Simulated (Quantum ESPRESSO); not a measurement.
# CoSi2 (R-3m) in Quantum ESPRESSO: relaxation of the atoms with PBE

Aim: the relaxation of the atoms of CoSi2 with PBE.

Program: Quantum ESPRESSO 7.5. These are calculated values, not measurements. Logs are shortened: lines on timing, memory, paths and dates and some standing lists are left out, and cuts for length are marked.

## (1) Starting point

It takes space group R-3m (No. 166, trigonal). The conventional cell has a = 3.816 Å, b = 3.816 Å, c = 9.255 Å, α = 90.00°, β = 90.00°, γ = 120.00°. Co (site symmetry -3m) is surrounded by 8 Si at 2.31 to 2.33 Å. Around Si (site symmetry 3m) lie 4 Co at 2.31 to 2.33 Å.

The cell was built by a generator and needn't be a form met in nature.

## (2) Relaxation of the atoms, PBE

pw.in

```
&CONTROL
  calculation = 'relax'
  prefix = 'pwscf'
  outdir = './tmp'
  pseudo_dir = './pseudo'
  tprnfor = .true.
  disk_io = 'low'
  nstep = 40
  forc_conv_thr = 0.0004
  etot_conv_thr = 1d-05
/
&SYSTEM
  ibrav = 0
  nat = 3
  ntyp = 2
  ecutwfc = 56
  ecutrho = 448
  nbnd = 19
  occupations = 'smearing'
  smearing = 'mp'
  degauss = 0.00734986
/
&ELECTRONS
  conv_thr = 6d-10
  electron_maxstep = 120
  mixing_beta = 0.5
/
&IONS
  ion_dynamics = 'bfgs'
/
ATOMIC_SPECIES
Co    58.9332 co_pbe_v1.2.uspp.F.UPF
Si    28.0850 si_pbe_v1.uspp.F.UPF
CELL_PARAMETERS angstrom
   2.2033585468    0.0000000000    3.0851066474
  -1.1016792734    1.9081644752    3.0851066474
  -1.1016792734   -1.9081644752    3.0851066474
ATOMIC_POSITIONS crystal
Co     0.0000000000    0.0000000000    0.0000000000
Si     0.2500000000    0.2500000000    0.2500000000
Si     0.7500000000    0.7500000000    0.7500000000
K_POINTS automatic
16 16 16 0 0 0
```

Potentials or basis: GBRV 1.5 PBE.

Command:

```sh
$ OMP_NUM_THREADS=1 pw.x -in pw.in > pw.out
```

pw.out:

```text
This program is part of the open-source Quantum ESPRESSO suite
     for quantum simulation of materials; please cite
         "P. Giannozzi et al., J. Phys.:Condens. Matter 21 395502 (2009);
         "P. Giannozzi et al., J. Phys.:Condens. Matter 29 465901 (2017);
         "P. Giannozzi et al., J. Chem. Phys. 152 154105 (2020);
     in publications or presentations arising from this work. More details at

     Message from routine setup:
     using ibrav=0 with symmetry is DISCOURAGED, use correct ibrav instead

     G-vector sticks info
     --------------------
     sticks:   dense  smooth     PW     G-vecs:    dense   smooth      PW
     Sum        1593     797    253                42003    14883    2703

     Using Slab Decomposition

     bravais-lattice index     =            0
     lattice parameter (alat)  =       7.1642  a.u.
     unit-cell volume          =     262.5966 (a.u.)^3
     number of atoms/cell      =            3
     number of atomic types    =            2
     number of electrons       =        25.00
     number of Kohn-Sham states=           19
     kinetic-energy cutoff     =      56.0000  Ry
     charge density cutoff     =     448.0000  Ry
     scf convergence threshold =      6.0E-10
     mixing beta               =       0.5000
     number of iterations used =            8  plain     mixing
     energy convergence thresh.=      1.0E-05
     force convergence thresh. =      4.0E-04
     Exchange-correlation= SLA  PW   PBE  PBE
                           (   1   4   3   4   0   0   0)
     nstep                     =           40

     celldm(1)=   7.164199  celldm(2)=   0.000000  celldm(3)=   0.000000
     celldm(4)=   0.000000  celldm(5)=   0.000000  celldm(6)=   0.000000

     crystal axes: (cart. coord. in units of alat)
               a(1) = (   0.581188   0.000000   0.813770 )
               a(2) = (  -0.290594   0.503323   0.813770 )
               a(3) = (  -0.290594  -0.503323   0.813770 )

     reciprocal axes: (cart. coord. in units 2 pi/alat)
               b(1) = (  1.147076  0.000000  0.409616 )
               b(2) = ( -0.573538  0.993397  0.409616 )
               b(3) = ( -0.573538 -0.993397  0.409616 )

     PseudoPot. # 1 for Co read from file:
     co_pbe_v1.2.uspp.F.UPF
     Pseudo is Ultrasoft + core correction, Zval = 17.0
     Generated by new atomic code, or converted to UPF format
     Using radial grid of  863 points,  6 beta functions with:
                l(1) =   0
                l(2) =   0
                l(3) =   1
                l(4) =   1
                l(5) =   2
                l(6) =   2
     Q(r) pseudized with  8 coefficients,  rinner =    1.200   1.200   1.200
                                                       1.200   1.200

     PseudoPot. # 2 for Si read from file:
     si_pbe_v1.uspp.F.UPF
     Pseudo is Ultrasoft + core correction, Zval =  4.0
     Generated by new atomic code, or converted to UPF format
     Using radial grid of  899 points,  6 beta functions with:
                l(1) =   0
                l(2) =   0
                l(3) =   1
                l(4) =   1
                l(5) =   2
                l(6) =   2
     Q(r) pseudized with  8 coefficients,  rinner =    0.900   0.900   0.900
                                                       0.900   0.900

     atomic species   valence    mass     pseudopotential
     Co               17.00    58.93320     Co( 1.00)
     Si                4.00    28.08500     Si( 1.00)

     12 Sym. Ops., with inversion, found

   Cartesian axes

     site n.     atom                  positions (alat units)
         1        Co     tau(   1) = (   0.0000000   0.0000000   0.0000000  )
         2        Si     tau(   2) = (   0.0000000   0.0000000   0.6103271  )
         3        Si     tau(   3) = (   0.0000000   0.0000000   1.8309814  )

     number of k points=   417  Methfessel-Paxton smearing, width (Ry)=  0.0073

     Number of k-points >= 100: set verbosity='high' to print them.

     Dense  grid:    42003 G-vectors     FFT dimensions: (  50,  50,  50)

     Smooth grid:    14883 G-vectors     FFT dimensions: (  36,  36,  36)

     Check: negative core charge=   -0.000010

     Initial potential from superposition of free atoms

     starting charge      23.9987, renormalised to      25.0000
     Starting wfcs are   21 randomized atomic wfcs

     Self-consistent Calculation

     iteration #  1     ecut=    56.00 Ry     beta= 0.50
     Davidson diagonalization with overlap
     ethr =  1.00E-02,  avg # of iterations =  4.2

     total energy              =    -307.74299143 Ry
     estimated scf accuracy    <      16.55316557 Ry

     iteration #  2     ecut=    56.00 Ry     beta= 0.50
     Davidson diagonalization with overlap
     ethr =  1.00E-02,  avg # of iterations =  3.0

     total energy              =    -317.13822546 Ry
     estimated scf accuracy    <      34.21420840 Ry

     iteration #  3     ecut=    56.00 Ry     beta= 0.50
     Davidson diagonalization with overlap
     ethr =  1.00E-02,  avg # of iterations =  2.0

     total energy              =    -317.71859151 Ry
     estimated scf accuracy    <       7.30882672 Ry

     iteration #  4     ecut=    56.00 Ry     beta= 0.50
     Davidson diagonalization with overlap
     ethr =  1.00E-02,  avg # of iterations =  1.6

     total energy              =    -317.96301968 Ry
     estimated scf accuracy    <       1.63418160 Ry

     iteration #  5     ecut=    56.00 Ry     beta= 0.50
     Davidson diagonalization with overlap
     ethr =  6.54E-03,  avg # of iterations =  1.0

     total energy              =    -317.53422410 Ry
     estimated scf accuracy    <       1.05048781 Ry

     iteration #  6     ecut=    56.00 Ry     beta= 0.50
     Davidson diagonalization with overlap
     ethr =  4.20E-03,  avg # of iterations =  1.8

     total energy              =    -317.85176475 Ry
     estimated scf accuracy    <       0.83972958 Ry

     iteration #  7     ecut=    56.00 Ry     beta= 0.50
     Davidson diagonalization with overlap
     ethr =  3.36E-03,  avg # of iterations =  1.0
[... 81 lines left out ...]
     iteration # 19     ecut=    56.00 Ry     beta= 0.50
     Davidson diagonalization with overlap
     ethr =  1.14E-11,  avg # of iterations =  1.5

     End of self-consistent calculation

     Number of k-points >= 100: set verbosity='high' to print the bands.

     the Fermi energy is    12.5622 ev

!    total energy              =    -317.78266974 Ry
     estimated scf accuracy    <          3.9E-10 Ry
     smearing contrib. (-TS)   =      -0.00001753 Ry
     internal energy E=F+TS    =    -317.78265221 Ry

     The total energy is F=E-TS. E is the sum of the following terms:
     one-electron contribution =    -239.01634660 Ry
     hartree contribution      =     132.44212627 Ry
     xc contribution           =     -41.54122225 Ry
     ewald contribution        =    -169.66720962 Ry

     convergence has been achieved in  19 iterations

     Forces acting on atoms (cartesian axes, Ry/au):

     atom    1 type  1   force =     0.00000000    0.00000000    0.00000000
     atom    2 type  2   force =    -0.00000000   -0.00000000    0.00391190
     atom    3 type  2   force =     0.00000000   -0.00000000   -0.00391190

     Total force =     0.005532     Total SCF correction =     0.000000

     BFGS Geometry Optimization
     Energy error            =      3.1E-05 Ry
     Gradient error          =      3.9E-03 Ry/Bohr

     number of scf cycles    =   1
     number of bfgs steps    =   0

     energy             new  =    -317.7826697383 Ry

     new trust radius        =       0.0039118979 bohr
     new conv_thr            =       0.0000000006 Ry

ATOMIC_POSITIONS (crystal)
Co               0.0000000000        0.0000000000       -0.0000000000
Si               0.2502236646        0.2502236646        0.2502236646
Si               0.7497763354        0.7497763354        0.7497763354

     NEW-OLD atomic charge density approx. for the potential

     Check: negative core charge=   -0.000010

     Self-consistent Calculation

     iteration #  1     ecut=    56.00 Ry     beta= 0.50
     Davidson diagonalization with overlap
     ethr =  1.00E-06,  avg # of iterations =  2.0

     Threshold (ethr) on eigenvalues was too large:
     Diagonalizing with lowered threshold

     Davidson diagonalization with overlap
     ethr =  4.14E-09,  avg # of iterations =  3.8

     total energy              =    -317.78269683 Ry
     estimated scf accuracy    <       0.00000120 Ry

     iteration #  2     ecut=    56.00 Ry     beta= 0.50
     Davidson diagonalization with overlap
     ethr =  4.81E-09,  avg # of iterations =  2.0

     total energy              =    -317.78269698 Ry
     estimated scf accuracy    <       0.00000009 Ry

     iteration #  3     ecut=    56.00 Ry     beta= 0.50
     Davidson diagonalization with overlap
     ethr =  3.73E-10,  avg # of iterations =  2.2
[... 341 lines left out ...]
     iteration #  8     ecut=    56.00 Ry     beta= 0.50
     Davidson diagonalization with overlap
     ethr =  1.24E-13,  avg # of iterations =  1.9

     End of self-consistent calculation

     Number of k-points >= 100: set verbosity='high' to print the bands.

     the Fermi energy is    12.5627 ev

!    total energy              =    -317.78274026 Ry
     estimated scf accuracy    <          6.4E-13 Ry
     smearing contrib. (-TS)   =      -0.00000559 Ry
     internal energy E=F+TS    =    -317.78273467 Ry

     The total energy is F=E-TS. E is the sum of the following terms:
     one-electron contribution =    -239.00805317 Ry
     hartree contribution      =     132.43810498 Ry
     xc contribution           =     -41.54111155 Ry
     ewald contribution        =    -169.67167493 Ry

     convergence has been achieved in   8 iterations

     Forces acting on atoms (cartesian axes, Ry/au):

     atom    1 type  1   force =    -0.00000000   -0.00000000    0.00000000
     atom    2 type  2   force =    -0.00000000    0.00000000    0.00000420
     atom    3 type  2   force =    -0.00000000    0.00000000   -0.00000420

     Total force =     0.000006     Total SCF correction =     0.000000
     Energy error            =      2.5E-06 Ry
     Gradient error          =      4.2E-06 Ry/Bohr

     bfgs converged in   5 scf cycles and   4 bfgs steps
     (criteria: energy <  1.0E-05 Ry, force <  4.0E-04 Ry/Bohr)

     End of BFGS Geometry Optimization

     Final energy             =    -317.7827402616 Ry

Begin final coordinates

ATOMIC_POSITIONS (crystal)
Co               0.0000000000        0.0000000000       -0.0000000000
Si               0.2510327378        0.2510327378        0.2510327378
Si               0.7489672622        0.7489672622        0.7489672622
End final coordinates

=------------------------------------------------------------------------------=
   JOB DONE.
=------------------------------------------------------------------------------=
```

Run time: 40 min. Hardware: 1 thread of AMD EPYC, shared host; peak memory 0.4 GiB.

Results:

```yaml
Free_energy: -4323.6544 eV
Energy_gained_by_relaxing: 0.3 meV/atom
Ionic_steps: 5
Band_gap_on_the_k_mesh: none (metal or under the smearing width)
```

The path:
```tsv
step	energy change (eV)	largest force (eV/Å)
1	0.0000	0.1006
2	-0.0004	0.0787
3	-0.0007	0.0547
4	-0.0009	0.0188
5	-0.0010	0.0001
```

Final structure:
```
CELL_PARAMETERS angstrom
2.20336 0.00000 3.08511
-1.10168 1.90816 3.08511
-1.10168 -1.90816 3.08511
ATOMIC_POSITIONS crystal
Co 0.00000 0.00000 0.00000
Si 0.25103 0.25103 0.25103
Si 0.74897 0.74897 0.74897
```

Spin polarisation is off, so any magnetic state and its effect on volume and gap are missing.
